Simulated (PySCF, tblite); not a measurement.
# C₅H₄ClFOS: a rotation path, then NMR shifts on frames, part 1 of 2

How do NMR shifts of C₅H₄ClFOS (`C[S@](=O)/C(Cl)=C1C=C\1F`) change as the atoms move?

The runs use tblite 0.8.0 and PySCF 2.14.0, with density-fitted response routines of our own; the level of theory stands in each step. All values are computed, except where a source is named. Atoms count from 0, in the outputs and in this text.

## (1) The molecule as given

13 atoms, charge 0, multiplicity 1; geometry from: GFN2-xTB.

Bonds of the start (Å): C0–S1 1.85, S1–O2 1.46, S1–C3 1.83, C3–Cl4 1.74, C3–C5 1.31, C5–C6 1.47, C6–C7 1.32, C7–F8 1.30, C7–C5 1.44, C0–H9 1.08, C0–H10 1.08, C0–H11 1.08, C6–H12 1.06.

## (2) The rotation path with GFN2-xTB

The job: settings as JSON, then the geometry in Å.

```
{"job": {"kind": "neb", "xc": "GFN2-xTB", "basis": "xTB", "atoms": [4, 3, 1, 0], "turn": 120}, "charge": 0, "multiplicity": 1}
C     -2.330508     0.133973     0.155037
S     -0.936730     1.237881     0.658245
O     -0.488224     1.906006    -0.559599
C      0.256421    -0.136046     0.886892
Cl    -0.001255    -1.142617     2.282002
C      1.286308    -0.262577     0.087580
C      2.028208     0.186370    -1.101280
C      2.492967    -0.848485    -0.429565
F      3.397175    -1.779679    -0.296324
H     -3.197383     0.760452    -0.027204
H     -2.527008    -0.554035     0.968333
H     -2.055733    -0.394738    -0.750472
H      2.071375     0.893981    -1.891373
```

With the program's defaults for keys left out, this is: GFN2-xTB climbing-image nudged elastic band, gas phase.

Started as:

```sh
OMP_NUM_THREADS=1 python probes_run.py task.json out
```

One launch serves the whole session: the jobs run in the order shown.

Log:

```text
image   E - E0 / eV
  0       0.0000
  1       0.0192
  2       0.0672
  3       0.1193
  4       0.1507
  5       0.1547
  6       0.1408
  7       0.1252
  8       0.1166
```

Wall time 10 s (1 thread, shared host).

The final band, with the dihedral Cl4–C3–S1–C0:

```csv
image,dihedral (°),energy (eV),energy (kcal/mol)
0,-72,0.000,0.0
1,-57,0.019,0.4
2,-41,0.067,1.5
3,-22,0.119,2.8
4,-2,0.151,3.5
5,17,0.155,3.6
6,35,0.141,3.2
7,51,0.125,2.9
8,62,0.117,2.7
```

## (3) Nuclear shieldings: image 0, PBE0/pcSseg-1

The job: settings as JSON, then the geometry in Å.

```
{"job": {"kind": "nmr", "xc": "PBE0", "basis": "pcSseg-1", "pop": false}, "charge": 0, "multiplicity": 1}
C     -2.330500     0.134000     0.155000
S     -0.936700     1.237900     0.658200
O     -0.488200     1.906000    -0.559600
C      0.256400    -0.136000     0.886900
Cl    -0.001300    -1.142600     2.282000
C      1.286300    -0.262600     0.087600
C      2.028200     0.186400    -1.101300
C      2.493000    -0.848500    -0.429600
F      3.397200    -1.779700    -0.296300
H     -3.197400     0.760500    -0.027200
H     -2.527000    -0.554000     0.968300
H     -2.055700    -0.394700    -0.750500
H      2.071400     0.894000    -1.891400
```

Method: GIAO PBE0/pcSseg-1 NMR shielding, non-relativistic, gas phase.

Log:

```text
coarse grid: 13336 points
cycle   1  E = -1225.1973081744  dE =  1.932e+00  |g| = 9.493e-01  |ddm| = 3.866e+00
cycle   2  E = -1224.4624320219  dE =  7.349e-01  |g| = 2.110e+00  |ddm| = 4.657e+00
cycle   3  E = -1225.3497877935  dE = -8.874e-01  |g| = 2.934e-01  |ddm| = 3.947e+00
cycle   4  E = -1225.3660212368  dE = -1.623e-02  |g| = 1.451e-01  |ddm| = 5.180e-01
cycle   5  E = -1225.3702425975  dE = -4.221e-03  |g| = 4.136e-02  |ddm| = 1.765e-01
cycle   6  E = -1225.3706003882  dE = -3.578e-04  |g| = 1.159e-02  |ddm| = 5.265e-02
cycle   7  E = -1225.3706323015  dE = -3.191e-05  |g| = 2.804e-03  |ddm| = 1.550e-02
cycle   8  E = -1225.3706340024  dE = -1.701e-06  |g| = 9.498e-04  |ddm| = 3.965e-03
final grid: 123832 points
cycle   9  E = -1225.4423283425  dE = -2.284e-05  |g| = 1.089e-02  |ddm| = 3.759e-02
cycle  10  E = -1225.4422834166  dE =  4.493e-05  |g| = 1.817e-02  |ddm| = 3.497e-02
cycle  11  E = -1225.4423519774  dE = -6.856e-05  |g| = 3.022e-03  |ddm| = 2.548e-02
cycle  12  E = -1225.4423537837  dE = -1.806e-06  |g| = 5.886e-04  |ddm| = 3.741e-03
cycle  13  E = -1225.4423538471  dE = -6.341e-08  |g| = 1.926e-04  |ddm| = 6.676e-04
cycle  14  E = -1225.4423538542  dE = -7.128e-09  |g| = 4.581e-05  |ddm| = 2.268e-04
cycle  15  E = -1225.4423538547  dE = -4.168e-10  |g| = 1.543e-05  |ddm| = 5.880e-05
converged SCF energy = -1225.4423538547

GIAO shielding tensors (ppm)
atom      isotropic    diamagn.    paramagn.     s11        s22        s33       span
  0 C      139.831     253.803    -113.971    110.702    123.818    184.975     74.273
  1 S      151.963    1051.527    -899.563     -8.400     65.839    398.451    406.851
  2 O      266.240     400.241    -134.001     63.300    277.091    458.330    395.030
  3 C       80.314     258.987    -178.672     38.229     96.385    106.329     68.100
  4 Cl     800.430    1147.104    -346.674    683.105    697.753   1020.432    337.327
  5 C       63.580     247.061    -183.481    -44.987     52.833    182.894    227.881
  6 C       77.137     251.344    -174.207    -16.144     78.572    168.983    185.126
  7 C       27.745     261.598    -233.853    -66.486     65.771     83.950    150.436
  8 F      294.688     468.011    -173.323    113.168    269.292    501.605    388.437
  9 H       29.139      28.703       0.436     26.061     26.842     34.515      8.453
 10 H       29.104      30.116      -1.012     24.425     29.676     33.212      8.787
 11 H       29.416      31.218      -1.802     26.392     28.701     33.155      6.762
 12 H       24.994      30.821      -5.826     22.232     25.376     27.376      5.144
```

It took 87 s on 1 thread, shared host.

Shifts follow as δ = σ(reference) − σ, with reference shieldings (ppm) from runs at the same level and on the same kind of geometry: 1H TMS 31.72, 13C TMS 186.9, 19F CFCl3 170.9, 17O H2O 336.1, 33S CS2 504, 35Cl HCl 950. The references are single molecules in the gas phase, so shifts against H2O, NH3, PH3, H3PO4 or CFCl3 are not on the usual liquid scales and can be off by tens of ppm. Each atom is listed at this fixed geometry, with no averaging over motion; a spectrum would average atoms that exchange fast.

```csv
atoms,environment,σ (ppm),δ (ppm)
C7,fully substituted alkene carbon,27.7,159.2
C5,fully substituted alkene carbon,63.6,123.3
C6,alkene CH,77.1,109.8
C3,fully substituted alkene carbon,80.3,106.6
C0,methyl carbon bonded to S,139.8,47.1
H12,hydrogen on an alkene CH,24.99,6.72
H10,hydrogen on a methyl carbon bonded to S,29.10,2.61
H9,hydrogen on a methyl carbon bonded to S,29.14,2.58
H11,hydrogen on a methyl carbon bonded to S,29.42,2.30
S1,sulfoxide sulfur,152,352
O2,S=O oxygen,266.2,69.8
Cl4,chlorine bonded to C,800,149
F8,vinylic fluorine,294.7,-123.7
```

Ring of atoms C5, C6, C7: NICS(0) -27.9, NICS(1) -6.5, NICS(1)zz -7.4 ppm (means of both faces).

Orbitals, density, ELF and potential are computed afterwards from the orbital file.

Frontier orbitals at PBE0/pcSseg-1, with the share of their density that lies nearest to each atom:

```csv
orbital,energy (eV),lies on
HOMO,-6.45,C3 23 %; O2 14 %; S1 14 %
LUMO,-0.78,"C6, C7 about 34 % each; H12 13 %; C5 7 %"
```

ELF in a plane through or near 7 of the atoms.

Values, 10 rows by 14 columns:
```
0.00 0.00 0.00 0.00 0.00 0.00 0.00 0.00 0.00 0.00 0.00 0.00 0.00 0.00
0.00 0.00 0.00 0.00 0.00 0.00 0.10 0.17 0.07 0.00 0.00 0.00 0.00 0.00
0.00 0.00 0.00 0.02 0.00 0.05 0.67 0.88 0.71 0.05 0.00 0.00 0.00 0.00
0.00 0.00 0.41 0.79 0.08 0.04 0.09 0.40 0.17 0.25 0.93 0.02 0.00 0.00
0.00 0.02 0.80 0.68 0.39 0.79 0.78 0.74 0.04 0.92 0.93 0.06 0.00 0.00
0.00 0.00 0.06 0.28 0.87 0.65 0.57 0.12 0.24 0.26 0.96 0.95 0.03 0.00
0.00 0.00 0.00 0.14 0.81 0.74 0.04 0.29 0.08 0.05 0.92 0.88 0.00 0.00
0.00 0.00 0.00 0.09 0.99 0.95 0.00 0.31 0.30 0.01 0.00 0.00 0.00 0.00
0.00 0.00 0.00 0.00 0.02 0.01 0.00 0.00 0.00 0.00 0.00 0.00 0.00 0.00
0.00 0.00 0.00 0.00 0.00 0.00 0.00 0.00 0.00 0.00 0.00 0.00 0.00 0.00
```
The map spans 12.5 Å across and 10.1 Å up, centred on the molecule. Atoms in the plane (x, y in Å): C0 (2.3, 0.0), C6 (-2.1, -0.9), C7 (-2.6, 0.3), F8 (-3.6, 1.1), H9 (3.2, -0.6), H10 (2.5, 1.0), H12 (-2.2, -1.9).

On the surface of density 0.002 e/bohr³ the electrostatic potential runs, from the 1st to the 99th percentile, from -1.76 V near O2 to 1.48 V near H12.

## (4) Nuclear shieldings: image 2, PBE0/pcSseg-1

The job: settings as JSON, then the geometry in Å.

```
{"job": {"kind": "nmr", "xc": "PBE0", "basis": "pcSseg-1", "pop": false}, "charge": 0, "multiplicity": 1}
C     -2.491000     0.211000     0.396300
S     -0.925500     1.182900     0.307800
O     -0.729300     1.544600    -1.093500
C      0.208900    -0.245500     0.559000
Cl    -0.204700    -1.473000     1.725000
C      1.376900    -0.248700    -0.037800
C      2.359500     0.336600    -0.962700
C      2.662800    -0.800300    -0.367100
F      3.513400    -1.770300    -0.173100
H     -3.309500     0.909600     0.253800
H     -2.553700    -0.238000     1.380000
H     -2.498000    -0.544200    -0.381100
H      2.585800     1.135600    -1.624300
```

Method: GIAO PBE0/pcSseg-1 NMR shielding, non-relativistic, gas phase.

Log:

```text
coarse grid: 13336 points
cycle   1  E = -1225.1890290559  dE =  1.932e+00  |g| = 9.547e-01  |ddm| = 3.846e+00
cycle   2  E = -1224.3981748669  dE =  7.909e-01  |g| = 2.166e+00  |ddm| = 4.514e+00
cycle   3  E = -1225.3442995447  dE = -9.461e-01  |g| = 2.963e-01  |ddm| = 3.862e+00
cycle   4  E = -1225.3604754677  dE = -1.618e-02  |g| = 1.520e-01  |ddm| = 5.392e-01
cycle   5  E = -1225.3651168984  dE = -4.641e-03  |g| = 4.325e-02  |ddm| = 1.797e-01
cycle   6  E = -1225.3655090515  dE = -3.922e-04  |g| = 1.221e-02  |ddm| = 5.302e-02
cycle   7  E = -1225.3655446079  dE = -3.556e-05  |g| = 3.031e-03  |ddm| = 1.602e-02
cycle   8  E = -1225.3655465481  dE = -1.940e-06  |g| = 1.083e-03  |ddm| = 4.231e-03
final grid: 123832 points
cycle   9  E = -1225.4372900391  dE = -2.193e-05  |g| = 1.070e-02  |ddm| = 3.413e-02
cycle  10  E = -1225.4372456501  dE =  4.439e-05  |g| = 1.793e-02  |ddm| = 3.370e-02
cycle  11  E = -1225.4373129072  dE = -6.726e-05  |g| = 3.037e-03  |ddm| = 2.453e-02
cycle  12  E = -1225.4373147309  dE = -1.824e-06  |g| = 5.513e-04  |ddm| = 3.623e-03
cycle  13  E = -1225.4373147841  dE = -5.317e-08  |g| = 1.902e-04  |ddm| = 6.134e-04
cycle  14  E = -1225.4373147909  dE = -6.889e-09  |g| = 4.235e-05  |ddm| = 2.122e-04
cycle  15  E = -1225.4373147913  dE = -3.420e-10  |g| = 1.514e-05  |ddm| = 5.662e-05
converged SCF energy = -1225.4373147913

GIAO shielding tensors (ppm)
atom      isotropic    diamagn.    paramagn.     s11        s22        s33       span
  0 C      141.698     253.568    -111.870    112.376    131.002    181.716     69.340
  1 S      150.106    1051.381    -901.276    -10.818     75.547    385.588    396.405
  2 O      271.974     399.101    -127.128     53.686    293.572    468.663    414.977
  3 C       78.282     259.686    -181.403     26.950     96.519    111.378     84.428
  4 Cl     775.151    1147.797    -372.647    622.436    697.974   1005.042    382.606
  5 C       61.611     244.507    -182.897    -47.453     52.802    179.483    226.937
  6 C       78.169     252.765    -174.597    -14.689     80.522    168.673    183.363
  7 C       25.066     261.343    -236.277    -68.637     60.968     82.865    151.502
  8 F      292.364     468.028    -175.664    109.968    264.947    502.177    392.209
  9 H       29.144      28.378       0.767     26.224     26.780     34.430      8.206
 10 H       28.928      30.280      -1.353     23.426     30.383     32.974      9.549
 11 H       28.957      30.499      -1.542     25.461     28.432     32.977      7.516
 12 H       25.235      30.729      -5.494     23.037     24.922     27.745      4.708
```

Run time: 66 s. Hardware: 1 thread, shared host.

This run: δ C7 161.9, C5 125.3, C6 108.8, C3 108.6, H12 6.48, H10 2.79 ppm.

(Continued in part 2 of 2.)
